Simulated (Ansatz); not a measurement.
**FH7OSi3: one species, many methods**

How much do the methods differ for FH7OSi3? The plan is to run it at one geometry with functionals of several rungs and with coupled cluster. The yardstick is the atomisation energy at the CCSD(T) limit.

Program: Ansatz 0.2.0, Gaussian basis. Level of theory: functionals in def2-TZVPP, the program's frozen cores in correlated methods. These are calculated values, not measurements.

The runs, in order: PBE-D4, r2SCAN-D4, PBE0-D4, B3LYP-D4, ωB97X-V, ωB97M-V, B2PLYP; CCSD(T)/def2-TZVPP; MP2/def2-QZVPP; extrapolation to the limit.

## Step 1: The geometry

An earlier PBE0-D4 in a triple-zeta def2 set relaxation fixed the geometry.

SMILES `F[SiH2]O[SiH2][SiH3]`, 12 atoms, charge 0, spin multiplicity 1.

Atoms are counted from 1 here; the program's logs count them from 0.

Bond lengths: F1–Si2 1.594 Å, Si2–O3 1.617 Å, Si2–H6 1.476 Å, Si2–H7 1.481 Å, O3–Si4 1.648 Å, Si4–Si5 2.346 Å, Si4–H8 1.487 Å, Si4–H9 1.486 Å, Si5–H10 1.488 Å, Si5–H11 1.488 Å, Si5–H12 1.488 Å. Angles: F1–Si2–O3 109.7°, F1–Si2–H6 107.8°, F1–Si2–H7 107.0°, O3–Si2–H6 108.8°, O3–Si2–H7 110.3°, H6–Si2–H7 113.3°, Si2–O3–Si4 146.3°, O3–Si4–Si5 111.3°, O3–Si4–H8 108.9°, O3–Si4–H9 107.5°, Si5–Si4–H8 110.2°, Si5–Si4–H9 110.5°, H8–Si4–H9 108.4°, Si4–Si5–H10 110.8°, Si4–Si5–H11 109.0°, Si4–Si5–H12 110.5°, H10–Si5–H11 108.9°, H10–Si5–H12 108.7° and more.

## Step 2: PBE-D4 (GGA)

in.yaml reads:

```yaml
crystal:
  periodic: [false, false, false]
  atoms:
    - {symbol: F, position_ang: [-2.836123, 0.959844, 0.120880]}
    - {symbol: Si, position_ang: [-1.540159, 1.158089, 1.027216]}
    - {symbol: O, position_ang: [-0.718368, -0.231649, 1.112734]}
    - {symbol: Si, position_ang: [0.275597, -1.287855, 0.329475]}
    - {symbol: Si, position_ang: [1.537175, -0.202132, -1.323651]}
    - {symbol: H, position_ang: [-1.990775, 1.527675, 2.383076]}
    - {symbol: H, position_ang: [-0.715795, 2.204004, 0.379033]}
    - {symbol: H, position_ang: [-0.549715, -2.364270, -0.280037]}
    - {symbol: H, position_ang: [1.169564, -1.900114, 1.346548]}
    - {symbol: H, position_ang: [2.402659, 0.848213, -0.722337]}
    - {symbol: H, position_ang: [2.399694, -1.201939, -2.010557]}
    - {symbol: H, position_ang: [0.643245, 0.434833, -2.328379]}
basis:
  gaussian: {orbitals: def2-TZVPP}
hamiltonian: {xc: pbe, dispersion: d4}
output: {forces: true, orbitals: {seedname: orbitals}}
```

On the command line:

```bash
$ ansatz run in.yaml --threads 4 --pin off --events-out ev --progress --plain --max-ram 10444MiB
```

Further steps of the session: r2SCAN-D4 (meta-GGA); PBE0-D4 (hybrid); B3LYP-D4 (hybrid); ωB97X-V (range-separated); ωB97M-V (range-separated); B2PLYP (double hybrid); CCSD(T) in def2-TZVPP; MP2 in def2-QZVPP.

Q: Predict the results of all the runs planned. Wanted: atomisation energy, CCSD(T)/CBS; farthest; mean size of error, hybrid; mean size of error, range-separated; gap, smallest and largest; T1 diagnostic; triples share of the correlation energy.

**Answer**, as computed:

| quantity | value |
| --- | --- |
| atomisation energy, CCSD(T)/CBS | 974.1 kcal/mol |
| functionals within 4.9 kcal/mol (0.5 %) | ωB97X-V, ωB97M-V |
| farthest | PBE0-D4 (-23.0 kcal/mol) |
| mean size of error, hybrid | 15.7 kcal/mol |
| mean size of error, range-separated | 3.5 kcal/mol |
| gap, smallest and largest | 5.50 eV (PBE-D4), 11.90 eV (ωB97X-V) |
| T1 diagnostic | 0.0124 |
| triples share of the correlation energy | 3.1 % |

What this shows: PBE-D4 is off by -15.4 kcal/mol. Double hybrids carry the basis error of their MP2 part in triple zeta, and no dispersion term here, so their miss is partly the set-up's. Misses under about 4.9 kcal/mol are within the doubt on the reference itself, which lacks core-valence correlation, relativity and higher excitations. Hartree-Fock recovers 76 % of the binding; the rest is correlation. The gap grows from 5.5 to 11.9 eV across the functionals, mostly with the share of exact exchange.
